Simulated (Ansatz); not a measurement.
Runs of Ansatz 0.2.0 on GaF. Symmetry: F-43m, No. 216, cubic system. Conventional cell: a = 5.692 Å, b = 5.692 Å, c = 5.692 Å, α = 90.00°, β = 90.00°, γ = 90.00°. Around Ga (site symmetry -43m) lie 4 F at 2.46 Å. F (site symmetry -43m) is surrounded by 4 Ga at 2.46 Å. The cell was built by a generator and needn't be a form met in nature.

```csv
task,level,spin,cell,cutoff (eV),points for each segment of the path,gap on the mesh (eV),pressure (GPa),relaxed volume (Å³/atom)
band structure,r2SCANh,off,as given,500,4,3.03,(a),-
band structure,HSE03,off,as given,420,4,2.89,-0.2,-
single point,HSE06,"SOC, no magnetisation",as given,420,-,3.07,-0.2,-
relaxation of cell and atoms,HSE06,off,relaxed,420,-,(c),0.0,22.92
band structure,r2SCAN50,off,as given,500,4,5.43,-0.8,-
single point,PBE0,"SOC, no magnetisation",as given,420,-,3.79,-0.3,-
relaxation of cell and atoms,PBE0,off,relaxed,420,-,3.76,0.0,22.86
relaxation of cell and atoms,HSEsol,off,relaxed,420,-,(b),0.0,21.62
```

Alike in all rows: potentials or basis Ansatz PAW; k mesh 4 × 4 × 4; smearing fermi-dirac 0.05 eV; the mesh is coarse, so values aren't converged.

Question: Estimate the missing entries.

Answer: (a) -1.3; (b) 2.70; (c) 3.06.

Caveats: all runs use coarse meshes; the PAW data sets come from PBE, with cores solved anew for the run's functional, which leaves a small shift of forces and pressure; the thresholds are loose for stress (some runs); the plane-wave basis is chosen anew once the cell has moved, so the energies of steps on either side of that aren't comparable (some runs).

A k mesh can miss the band edges, and rows without SOC leave out spin-orbit coupling on Ga.
